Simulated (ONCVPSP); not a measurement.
# Mo: generating and testing an ONCV potential

Aim: build the potential from the settings below, then test how well it stands in for the atom: other configurations, scattering, ghost states and the plane-wave cutoff that it needs.

Method: ONCVPSP 4.0.1, LDA (Perdew-Zunger), fully relativistic.

**1. Settings**

Typed settings, in words:

```json
{
 "element": "molybdenum (Mo, Z = 42)",
 "type": "optimised norm-conserving Vanderbilt (ONCV)",
 "frozen core": "[Ar] 3d10 4s2",
 "valence charge": "12",
 "reference configuration": "4p6 4d5 5s1",
 "partial waves": "5s: rc 3.15 bohr, ncon 3, nbas 8, qcut 1.7 1/bohr, 2 projectors, debl 1.9 Ha; 4p: rc 1.65 bohr, ncon 5, nbas 9, qcut 7 1/bohr, 2 projectors, debl 0.6 Ha; 4d: rc 2.45 bohr, ncon 4, nbas 9, qcut 5.8 1/bohr, 2 projectors, debl 0.5 Ha; f scattering state at 0.03 Ha: rc 2.65 bohr, ncon 3, nbas 7, qcut 4.2 1/bohr, 2 projectors, debl 2.8 Ha",
 "local potential": "polynomial inside 1.20 bohr (lpopt 5, dvloc0 4 Ha)",
 "core correction": "Teter function, fcfact 4.25, rcfact 1.3"
}
```

The outer shells as boxes (Hund's rule for the drawing; the calculation is spin-unpolarised):

```
[Ar] core
3d [↑↓][↑↓][↑↓][↑↓][↑↓]
4s [↑↓]
4p [↑↓][↑↓][↑↓]
4d [↑ ][↑ ][↑ ][↑ ][↑ ]
5s [↑ ]
```

An earlier all-electron run gives the scale for the radii.

All-electron outer shells of the reference configuration (LDA (Perdew-Zunger), scalar-relativistic, ld1.x):

```json
{"shell": "4s", "level (eV)": "-64.42", "outermost node (bohr)": "0.51", "outermost maximum (bohr)": "0.99"}
{"shell": "4p", "level (eV)": "-38.59", "outermost node (bohr)": "0.52", "outermost maximum (bohr)": "1.06"}
{"shell": "5s", "level (eV)": "-4.33", "outermost node (bohr)": "1.34", "outermost maximum (bohr)": "2.93"}
{"shell": "4d", "level (eV)": "-3.94", "outermost node (bohr)": "0.53", "outermost maximum (bohr)": "1.38"}
{"shell": "5p", "level (eV)": "-1.16", "outermost node (bohr)": "1.54", "outermost maximum (bohr)": "4.05"}
```

**2. The generation run**

The input, Mo.dat:

```
# ATOM AND REFERENCE CONFIGURATION
# atsym  z   nc   nv     iexc    psfile
  Mo 42.00    7    3        3      upf
#
#   n    l    f
    1    0    2.00
    2    0    2.00
    2    1    6.00
    3    0    2.00
    3    1    6.00
    3    2   10.00
    4    0    2.00
    4    1    6.00
    4    2    5.00
    5    0    1.00
#
# PSEUDOPOTENTIAL AND OPTIMIZATION
# lmax
    3
#
#   l,   rc,      ep,       ncon, nbas, qcut
    0    3.15    0.00    3    8    1.70
    1    1.65    0.00    5    9    7.00
    2    2.45    0.00    4    9    5.80
    3    2.65    0.03    3    7    4.20
#
# LOCAL POTENTIAL
# lloc, lpopt,  rc(5),   dvloc0
    4    5    1.20    4.00
#
# VANDERBILT-KLEINMAN-BYLANDER PROJECTORs
# l, nproj, debl
    0    2    1.90
    1    2    0.60
    2    2    0.50
    3    2    2.80
#
# MODEL CORE CHARGE
# icmod, fcfact, rcfact
    3    4.25    1.30
#
# LOG DERIVATIVE ANALYSIS
# epsh1, epsh2, depsh
   -3.00    5.00    0.02
#
# OUTPUT GRID
# rlmax, drl
    6.00    0.01
#
# TEST CONFIGURATIONS
# ncnf
    4
# nvcnf
#   n    l    f
    3
    4    1    6.00
    4    2    5.00
    5    0    0.00
#
    3
    4    1    6.00
    4    2    4.00
    5    0    0.00
#
    3
    4    1    6.00
    4    2    3.00
    5    0    0.00
#
    4
    4    1    6.00
    4    2    4.00
    5    0    1.00
    5    1    1.00
#
```

The run is started by

```
$ oncvpspr.x < Mo.dat > Mo.out
```

What does the calculation give? Wanted: cutoffs for 1 and 0.1 mHa per electron, occupied waves; bound ghosts; GHOST(+) flags; largest test error; largest phase difference near zero energy, channels read; rms error of d²Exc/dn², without and with the model core; projector energies reset by the program.

**Answer**, as computed:

```
                                                quantity                                                                         value
  cutoffs for 1 and 0.1 mHa per electron, occupied waves                                                               19 Ha and 31 Ha
                                            bound ghosts  s at -27.67 eV, f7/2 at -2001.82 eV, d3/2 at -371.17 eV, f5/2 at -1857.18 eV
                                          GHOST(+) flags                          s at 78 eV (1 near or above the test basis's cutoff)
                            largest test error (AE − PS)                                                      -53 meV, for 4p6 4d3 5s0
largest phase difference near zero energy, channels read                                                                     0.007 rad
 rms error of d²Exc/dn², without and with the model core                                                             7.07 and 5.14 mHa
                 projector energies reset by the program                                                           p: -1.388, 0.250 Ha
```

**Reading.** It has a bound ghost (s, f7/2, d3/2, f5/2), a state that the atom doesn't have, and that rules the file out. By total energies transferability is fair: the largest error is 53 meV on 49.8 eV, for 4p6 4d3 5s0. That test lies far up in energy; among those under 40 eV, nearer to bonding, the largest error is 47 meV. It counts as of middling hardness, with 19 Ha needed at the looser tolerance. At the looser tolerance the 4p wave is the slowest; 4d needs 13 Ha. Near zero energy the phases of the channels with partial waves that could be evaluated agree within 0.007 rad. The pseudo curves have a pole with no partner nearby in the atom's: s at -1.01 Ha. The program also flags highly localised states, GHOST(+) (s). All of this concerns the isolated atom, not yet a solid.
